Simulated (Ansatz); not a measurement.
This script for a charge-density difference against the sublattices of YGaI, space group P-3m1 with the Ansatz DFT code, driven from Python holds a mistake.

`ygai_drho.py`:
```python
'''Density difference of YGaI against its sublattices.'''

import ansatz as az
import numpy as np

XC = 'pbesol'
SMEARING = 'Marzari-Vanderbilt'
SCF_TOL = 1e-09
MAX_ITERATIONS = 75
NET_CHARGE = -1
CUTOFF_EV = 460
MESH = (6, 6, 2)

vectors0 = np.array([
    [4.179925, 0.0, 0.0],
    [-2.089963, 3.619921, 0.0],
    [0.0, 0.0, 12.119673],
])
sites = [
    ('Y', (0.0, 0.0, 0.833742)),
    ('Y', (0.0, 0.0, 0.166258)),
    ('Ga', (1 / 3, 2 / 3, 0.972122)),
    ('Ga', (2 / 3, 1 / 3, 0.027878)),
    ('I', (2 / 3, 1 / 3, 0.668415)),
    ('I', (1 / 3, 2 / 3, 0.331585)),
]


def crystal_on(cell):
    crystal = az.Crystal(lattice=az.Lattice.of(cell))
    for symbol, position in sites:
        crystal = crystal.atom(symbol, position)
    return crystal

# one cutoff and one grid for all runs, so that the fields can be subtracted
def solve(crystal):
    return (
        crystal.calculation()
        .functional(XC)
        .occupations(SMEARING)
        .scf(tolerance=SCF_TOL, max_iterations=MAX_ITERATIONS)
        .charge(NET_CHARGE)
        .basis(CUTOFF_EV, grid_basis='typed')
        .kpoints(*MESH)
        .density()
        .run(threads=1)
    )


whole = solve(crystal_on(vectors0))
difference = whole.density().channels[0].density_e_per_ang3.copy()
binding = whole.report['free_energy_ev']
for element in ['Y', 'Ga', 'I']:
    part = az.Crystal(lattice=az.Lattice.of(vectors0))
    for symbol, position in sites:
        if symbol == element:
            part = part.atom(symbol, position)
    alone = solve(part)
    difference -= alone.density().channels[0].density_e_per_ang3
    binding -= alone.report['free_energy_ev']
    print(f'{element} sublattice: {alone.report["n_electrons"]:g} electrons, {alone.report["n_iterations"]} iterations')

voxel = abs(np.linalg.det(vectors0)) / difference.size
print(f'energy of the crystal less its unpolarised sublattices: {binding / len(sites):.4f} eV/atom')
print(f'net charge of the difference {difference.sum() * voxel:.5f} e, charge rearranged {0.5 * np.abs(difference).sum() * voxel:.3f} e')
print(f'extremes {difference.min():.4f} and {difference.max():.4f} e/A^3')
for (symbol, position) in sites:
    index = tuple(int(round(p * n)) % n for p, n in zip(position, difference.shape))
    print(f'  change of the pseudo-density at the grid point nearest {symbol}: {difference[index]:+.4f} e/A^3')
profile = difference.mean(axis=(0, 1))
print('planar mean along the third vector:', np.round(profile[:: max(len(profile) // 12, 1)], 4))
```

Output of `python ygai_drho.py`:
```text
Y sublattice: 23 electrons, 12 iterations
Ga sublattice: 27 electrons, 18 iterations
I sublattice: 35 electrons, 10 iterations
energy of the crystal less its unpolarised sublattices: -0.9380 eV/atom
net charge of the difference -2.00000 e, charge rearranged 1.358 e
extremes -0.0910 and 0.1140 e/A^3
  change of the pseudo-density at the grid point nearest Y: -0.0530 e/A^3
  change of the pseudo-density at the grid point nearest Y: -0.0530 e/A^3
  change of the pseudo-density at the grid point nearest Ga: +0.0692 e/A^3
  change of the pseudo-density at the grid point nearest Ga: +0.0692 e/A^3
  change of the pseudo-density at the grid point nearest I: +0.0055 e/A^3
  change of the pseudo-density at the grid point nearest I: +0.0055 e/A^3
planar mean along the third vector: [-0.0253  0.002  -0.0094 -0.0209 -0.0071 -0.0125 -0.0098 -0.0103 -0.0123
 -0.0084 -0.0227 -0.0065 -0.0029]
```

The script ran to its end, but the result can't be trusted. Why?

The fault: the net charge is wrong for this system. The correction:

```diff
--- before
+++ after
@@ -9,3 +9,2 @@
 MAX_ITERATIONS = 75
-NET_CHARGE = -1
 CUTOFF_EV = 460
@@ -41,3 +40,2 @@
         .scf(tolerance=SCF_TOL, max_iterations=MAX_ITERATIONS)
-        .charge(NET_CHARGE)
         .basis(CUTOFF_EV, grid_basis='typed')
```

The mended script runs so:

```console
$ python ygai_drho.py
Y sublattice: 22 electrons, 10 iterations
Ga sublattice: 26 electrons, 8 iterations
I sublattice: 34 electrons, 9 iterations
energy of the crystal less its unpolarised sublattices: -2.3727 eV/atom
net charge of the difference 0.00000 e, charge rearranged 1.183 e
extremes -0.1115 and 0.1104 e/A^3
  change of the pseudo-density at the grid point nearest Y: -0.0513 e/A^3
  change of the pseudo-density at the grid point nearest Y: -0.0513 e/A^3
  change of the pseudo-density at the grid point nearest Ga: +0.0482 e/A^3
  change of the pseudo-density at the grid point nearest Ga: +0.0482 e/A^3
  change of the pseudo-density at the grid point nearest I: +0.0294 e/A^3
  change of the pseudo-density at the grid point nearest I: +0.0294 e/A^3
planar mean along the third vector: [-0.0201  0.0114 -0.0009 -0.0065  0.0125 -0.0018 -0.0032 -0.0038  0.0002
  0.0097 -0.0105  0.0031  0.0053]
```

What to keep in mind:
- Spin is left out of this run.
- The mesh is modest for a metal, so energies can be off by several to tens of meV an atom and pressures by half a GPa or more; differences at equal mesh fare better.
- The fields are valence quantities on the plane-wave grid; their values near the nuclei depend on the potentials.
- This cell is a computed structure, which may not be the phase found in nature.
- Charge moved counts every rearrangement, bonding and polarisation too, and is no transfer between atoms; the bare sublattices are artificial references. Values near the nuclei depend on the potentials.
- It ran for 17 s on 1 thread of Arm Neoverse V1, with other jobs on the host, peak memory 0.54 GiB.
